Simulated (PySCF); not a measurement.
**A diatomic session: NaI**

The task here is to estimate one member of a computed series from the others.

The runs use PySCF 2.14.0; Na aug-cc-pVDZ, I aug-cc-pVDZ-PP with ECP28, scalar-relativistic core potentials.

The first run:

Settings of the job:

| Quantity | Value |
| --- | --- |
| atoms | Na, I |
| charge | 0 |
| basis | Na aug-cc-pVDZ, I aug-cc-pVDZ-PP with ECP28 |
| Hamiltonian | scalar-relativistic core potentials |
| basis functions | 59 |
| electrons treated | 36 |
| masses in u | 22.9898, 126.9045 |
| levels | PBE0, PBE, r²SCAN, M06-2X, BLYP, BHandHLYP, LC-ωPBE, HF, MP2, SCS-MP2, CCSD, CCSD(T) |
| grid | 80 radial by 434 angular points |
| occupations | held fixed by the projection of orbital angular momentum |
| dissociation limit | Na + I, each in its ground configuration |
| starting distance in angstrom | 2.885 |
| values of 2S to try | 0, 2 |

Launch:

```bash
$ OMP_NUM_THREADS=1 python dia.py task.json out
```

Steps of the session up to this table: The job; PBE0 along the bond; Other states along the same grid; PBE (GGA); r²SCAN (meta-GGA); M06-2X; BLYP (GGA); BHandHLYP (global hybrid GGA); LC-ωPBE (range-separated hybrid); RHF (mean field); MP2 and coupled cluster.

One table of the session follows, with a row left open; its other results are not shown here.

It belongs to the step «The curves together». Energy (eV) from each level's lowest point:

```
R (Å)    RHF  RHF-MP2  RHF-SCS-MP2  RHF-CCSD  RHF-CCSD(T)
2.358  0.623    0.608        0.609       n/a          n/a
2.468  0.295    0.289        0.291     0.291        0.294
2.578      ?        ?            ?         ?            ?
2.660  0.032    0.033        0.034     0.034        0.036
2.742  0.000    0.001        0.001     0.001        0.002
2.824  0.001    0.000        0.000     0.000        0.000
2.934  0.041    0.036        0.036     0.036        0.035
3.071  0.134    0.124        0.123     0.123        0.121
3.236  0.284    0.269        0.267     0.269        0.264
3.455  0.515    0.498        0.495       n/a          n/a
```

Estimate the missing values for R (Å) = 2.578.

Worked estimate for «RHF». A straight line through the neighbours (2.468, 0.295) and (2.660, 0.032) gives 0.295 + (0.032 − 0.295) × (2.578 − 2.468) / (2.660 − 2.468) = 0.144; a parabola fitted to 4 rows on both sides gives 0.100.

**Answer.** RHF: 0.107; RHF-MP2: 0.106; RHF-SCS-MP2: 0.107; RHF-CCSD: 0.108; RHF-CCSD(T): 0.110. In «RHF» the line misses by +0.037 and the parabola by -0.007.
